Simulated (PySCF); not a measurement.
F2GeClH, in a box:

```
CELL_PARAMETERS angstrom
12.00000 0.00000 0.00000
0.00000 12.00000 0.00000
0.00000 0.00000 12.00000
ATOMIC_POSITIONS crystal
F 0.61340 0.56915 0.47579
Ge 0.48263 0.50823 0.50312
F 0.38828 0.61932 0.48851
Cl 0.45084 0.38923 0.38047
H 0.48356 0.46383 0.62462
```

The cell isn't the ideal one: atoms moved at random, drawn with an rms of 0.05 Å.

Base run:

- Program: PySCF 2.14.0
- Functional: M06-2X
- Potentials or basis: pob-tzvp-rev2 (all-electron)
- k mesh: 1 × 1 × 1
- Occupations: fixed
- Spin: no spin polarisation

Its results: gap between the frontier levels 12.03 eV.

Task: The run is repeated on the same cell with these changes: functional from M06-2X to TPSSh. What comes out?

Result: Gap between the frontier levels 7.90 eV.

Caveats: this is a molecule in a periodic box at the Γ point, so its band gap is the HOMO-LUMO gap; relativity is left out, which matters for the heavier elements; the basis of atomic orbitals isn't converged, which shifts pressures, moduli and gaps.

